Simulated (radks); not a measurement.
# Polarisabilities and dispersion coefficients of Bi, Bi⁺, Bi²⁺ and others

Aim: static dipole polarisabilities and C6 coefficients, each species in its NIST ground configuration. After each ground state the linear response is solved; its values go to the run's result record, not to the log. Response by self-consistent Sternheimer equations with the Hartree and adiabatic LDA kernel, the relativistic mass of each level held fixed and spin-orbit coupling left out.

Program: radks (a radial shooting solver on a logarithmic mesh, Libxc functionals) version 1. Level of theory: scalar-relativistic Kohn-Sham, LB94 model potential, spin-unpolarised, spherical densities, finite nucleus. These are calculated values, not measurements, unless marked.

### Step 1. Starting point

* species: Bi ([Hg] 6p3), Bi⁺ ([Hg] 6p2), Bi²⁺ ([Hg] 6p1), Bi³⁺ ([Hg]), Bi⁴⁺ ([Xe] 4f14 5d10 6s1), Bi⁵⁺ ([Xe] 4f14 5d10), Bi⁶⁺ ([Xe] 4f14 5d9)

In the logs a row gives level, spin channel, occupation and eigenvalue; Etot, Ekin, Encl (electron-nucleus), Eh (Hartree) and Exc are energies, all in hartree; err is the last residual, it the number of iterations.

LB94 adds a gradient term to the LDA potential that gives it a −1/r tail. It is a model potential with no energy functional, so Etot and Exc are not given.

### Step 2. Bi, [Hg] 6p3

Input:

```text
Z 83
configuration [Hg] 6p3
relativity scalar-relativistic
functional lda,pw
model_potential LB94
spin unpolarised
nucleus finite rms 5.5211 fm
c 137.035999084
response adiabatic LDA kernel
```

What it wrote:

```text
1s      1   2.0000       -3340.93234386
2s      1   2.0000        -601.14623813
2p      1   6.0000        -514.68385686
3s      1   2.0000        -145.52491677
3p      1   6.0000        -120.80725818
3d      1  10.0000         -95.88308657
4s      1   2.0000         -33.53879774
4p      1   6.0000         -25.47288534
4d      1  10.0000         -16.20870495
4f      1  14.0000          -5.99757158
5s      1   2.0000          -6.04450179
5p      1   6.0000          -3.74516794
5d      1  10.0000          -1.20368072
6s      1   2.0000          -0.71255740
6p      1   3.0000          -0.31755134
Etot None
Ekin 24459.354848555664
Encl -53875.50950693295
Eh 8286.37826812144
Exc None
err 1.3838203963496286e-09
it 15
```

The top filled level is 6p, -8.641 eV. The response step gives α = 46.12 bohr³ (70.80 without the induced potential) and C6 = 524.4 hartree bohr⁶.

Sizes of the orbitals, from the radial functions (bohr):

| level | occupation | energy (eV) | <r> | outermost maximum (interpolated) | 90 % within | nodes |
| --- | --- | --- | --- | --- | --- | --- |
| 4p | 6 | -693.15 | 0.4029 | 0.376 | 0.583 | 2 |
| 4d | 10 | -441.06 | 0.4225 | 0.382 | 0.627 | 1 |
| 5s | 2 | -164.48 | 0.8266 | 0.766 | 1.18 | 4 |
| 4f | 14 | -163.20 | 0.4391 | 0.342 | 0.693 | 0 |
| 5p | 6 | -101.91 | 0.9449 | 0.857 | 1.36 | 3 |
| 5d | 10 | -32.754 | 1.226 | 1.03 | 1.84 | 2 |
| 6s | 2 | -19.390 | 2.108 | 1.83 | 3.08 | 5 |
| 6p | 3 | -8.641 | 2.908 | 2.38 | 4.39 | 4 |

Radial density 4πr²ρ:

| r (bohr) | 4πr²ρ (e/bohr) |
| --- | --- |
| 0.000822 | 9.901 |
| 0.00131 | 19.14 |
| 0.00208 | 35.20 |
| 0.00328 | 59.42 |
| 0.00521 | 89.88 |
| 0.00829 | 113.4 |
| 0.0131 | 113.4 |
| 0.0208 | 103.3 |
| 0.0328 | 131.0 |
| 0.0522 | 157.2 |
| 0.0831 | 124.4 |
| 0.131 | 148.3 |
| 0.208 | 95.69 |
| 0.329 | 99.37 |
| 0.523 | 54.36 |
| 0.832 | 26.50 |
| 1.31 | 12.62 |
| 2.09 | 3.900 |
| 3.32 | 1.136 |
| 5.24 | 0.1405 |

### Step 3. Bi⁺, [Hg] 6p2

Input: that of step 2 with these lines changed.

```diff
@@ -1,3 +1,3 @@
 Z 83
-configuration [Hg] 6p3
+configuration [Hg] 6p2
 relativity scalar-relativistic
```

What it wrote:

```text
1s      1   2.0000       -3341.26575969
2s      1   2.0000        -601.47798739
2p      1   6.0000        -515.01573144
3s      1   2.0000        -145.85578124
3p      1   6.0000        -121.13813724
3d      1  10.0000         -96.21401285
4s      1   2.0000         -33.86895863
4p      1   6.0000         -25.80297574
4d      1  10.0000         -16.53870994
4f      1  14.0000          -6.32741699
5s      1   2.0000          -6.37197317
5p      1   6.0000          -4.07201227
5d      1  10.0000          -1.52926449
6s      1   2.0000          -1.02553680
6p      1   2.0000          -0.60454746
Etot None
Ekin 24458.778602420593
Encl -53847.87781199755
Eh 8259.3465377391
Exc None
err 8.14962302111891e-09
it 14
```

Highest occupied level: 6p at -16.451 eV. The response step gives α = 23.78 bohr³ (38.11 without the induced potential) and C6 = 210.7 hartree bohr⁶.

### Step 4. Bi²⁺, [Hg] 6p1

Input: that of step 3 with these lines changed.

```diff
@@ -1,3 +1,3 @@
 Z 83
-configuration [Hg] 6p2
+configuration [Hg] 6p1
 relativity scalar-relativistic
```

What it wrote:

```text
1s      1   2.0000       -3341.64821966
2s      1   2.0000        -601.85767250
2p      1   6.0000        -515.39562429
3s      1   2.0000        -146.23398945
3p      1   6.0000        -121.51636911
3d      1  10.0000         -96.59232434
4s      1   2.0000         -34.24597849
4p      1   6.0000         -26.17987493
4d      1  10.0000         -16.91546151
4f      1  14.0000          -6.70389874
5s      1   2.0000          -6.74448130
5p      1   6.0000          -4.44348548
5d      1  10.0000          -1.89851779
6s      1   2.0000          -1.37621314
6p      1   1.0000          -0.92612738
Etot None
Ekin 24457.82777288751
Encl -53816.18362662566
Eh 8228.858163349907
Exc None
err 4.756337582696586e-09
it 15
```

6p is the highest filled level (-25.201 eV). The response step gives α = 13.85 bohr³ (23.98 without the induced potential) and C6 = 99.89 hartree bohr⁶.

### Step 5. Bi³⁺, [Hg]

Input: that of step 4 with these lines changed.

```diff
@@ -1,3 +1,3 @@
 Z 83
-configuration [Hg] 6p1
+configuration [Hg]
 relativity scalar-relativistic
```

What it wrote:

```text
1s      1   2.0000       -3342.07576120
2s      1   2.0000        -602.28113694
2p      1   6.0000        -515.81939476
3s      1   2.0000        -146.65522022
3p      1   6.0000        -121.93763333
3d      1  10.0000         -97.01371499
4s      1   2.0000         -34.66538723
4p      1   6.0000         -26.59909635
4d      1  10.0000         -17.33445542
4f      1  14.0000          -7.12248372
5s      1   2.0000          -7.15706091
5p      1   6.0000          -4.85449204
5d      1  10.0000          -2.30616518
6s      1   2.0000          -1.76070776
Etot None
Ekin 24456.41380629273
Encl -53780.74706774195
Eh 8195.356072045317
Exc None
err 3.3443762132210126e-09
it 15
```

Highest occupied level: 6s at -47.911 eV. The response step gives α = 8.796 bohr³ (16.83 without the induced potential) and C6 = 53.40 hartree bohr⁶.

### Step 6. Bi⁴⁺, [Xe] 4f14 5d10 6s1

Input: that of step 5 with these lines changed.

```diff
@@ -1,3 +1,3 @@
 Z 83
-configuration [Hg]
+configuration [Xe] 4f14 5d10 6s1
 relativity scalar-relativistic
```

What it wrote:

```text
1s      1   2.0000       -3342.59879647
2s      1   2.0000        -602.79831517
2p      1   6.0000        -516.33694675
3s      1   2.0000        -147.16990391
3p      1   6.0000        -122.45234806
3d      1  10.0000         -97.52853171
4s      1   2.0000         -35.17760967
4p      1   6.0000         -27.11100896
4d      1  10.0000         -17.84588262
4f      1  14.0000          -7.63318430
5s      1   2.0000          -7.65852338
5p      1   6.0000          -5.35443121
5d      1  10.0000          -2.79849484
6s      1   1.0000          -2.19955220
Etot None
Ekin 24453.791918785602
Encl -53736.558521138606
Eh 8155.010826571006
Exc None
err 1.9477637605530187e-09
it 15
```

Highest occupied level: 6s at -59.853 eV. The response step gives α = 5.757 bohr³ (9.832 without the induced potential) and C6 = 29.48 hartree bohr⁶.

### Step 7. Bi⁵⁺, [Xe] 4f14 5d10

Input: that of step 6 with these lines changed.

```diff
@@ -1,3 +1,3 @@
 Z 83
-configuration [Xe] 4f14 5d10 6s1
+configuration [Xe] 4f14 5d10
 relativity scalar-relativistic
```

What it wrote:

```text
1s      1   2.0000       -3343.15758520
2s      1   2.0000        -603.35007858
2p      1   6.0000        -516.88917196
3s      1   2.0000        -147.71825780
3p      1   6.0000        -123.00073540
3d      1  10.0000         -98.07709955
4s      1   2.0000         -35.72261314
4p      1   6.0000         -27.65559698
4d      1  10.0000         -18.38986054
4f      1  14.0000          -8.17624478
5s      1   2.0000          -8.18960049
5p      1   6.0000          -5.88329433
5d      1  10.0000          -3.31863481
Etot None
Ekin 24450.49358515042
Encl -53689.24782635401
Eh 8112.607952537523
Exc None
err 1.1242206314215498e-09
it 15
```

Highest occupied level: 5d at -90.305 eV. The response step gives α = 2.917 bohr³ (4.608 without the induced potential) and C6 = 14.15 hartree bohr⁶.

### Step 8. Bi⁶⁺, [Xe] 4f14 5d9

Input: that of step 7 with these lines changed.

```diff
@@ -1,3 +1,3 @@
 Z 83
-configuration [Xe] 4f14 5d10
+configuration [Xe] 4f14 5d9
 relativity scalar-relativistic
```

What it wrote:

```text
1s      1   2.0000       -3343.91745655
2s      1   2.0000        -604.11276656
2p      1   6.0000        -517.65200641
3s      1   2.0000        -148.47170849
3p      1   6.0000        -123.75407734
3d      1  10.0000         -98.83184786
4s      1   2.0000         -36.46736595
4p      1   6.0000         -28.39939759
4d      1  10.0000         -19.13315133
4f      1  14.0000          -8.91848404
5s      1   2.0000          -8.90945553
5p      1   6.0000          -6.58752464
5d      1   9.0000          -3.97986016
Etot None
Ekin 24446.983085348802
Encl -53626.33481562746
Eh 8055.6758994814845
Exc None
err 8.806516022037264e-10
it 15
```

Highest occupied level: 5d at -108.30 eV. The response step gives α = 2.383 bohr³ (3.692 without the induced potential) and C6 = 10.54 hartree bohr⁶.

### Step 9. Results

| species | −ε(HOMO) (eV) | α (bohr³) | α uncoupled (bohr³) | C6 (hartree bohr⁶) | C8 (hartree bohr⁸) | recommended α (bohr³) |
| --- | --- | --- | --- | --- | --- | --- |
| Bi | 8.641 | 46.12 | 70.80 | 524.4 | - | 48 |
| Bi⁺ | 16.451 | 23.78 | 38.11 | 210.7 | - | - |
| Bi²⁺ | 25.201 | 13.85 | 23.98 | 99.89 | - | - |
| Bi³⁺ | 47.911 | 8.796 | 16.83 | 53.40 | 786.7 | - |
| Bi⁴⁺ | 59.853 | 5.757 | 9.832 | 29.48 | 359.2 | - |
| Bi⁵⁺ | 90.305 | 2.917 | 4.608 | 14.15 | 145.4 | - |
| Bi⁶⁺ | 108.30 | 2.383 | 3.692 | 10.54 | - | - |

**Reading.** Uncoupled leaves out the potential induced by the response; C6 and C8 are for like pairs. Bi is the most polarisable and Bi⁶⁺ the least, a factor 19.4 apart. For the pair Bi–Bi⁶⁺ the Casimir-Polder integral gives C6 = 54.32, the rule 2·Ca·Cb/(Ca·αb/αa + Cb·αa/αb) on the like-pair values 47.84. Against the recommended values (Schwerdtfeger and Nagle, 2023 table) the misses are Bi -4 %. C8 is given only where no p, d or f shell is open. For heavy and open-shell atoms this level can miss by tens of per cent.
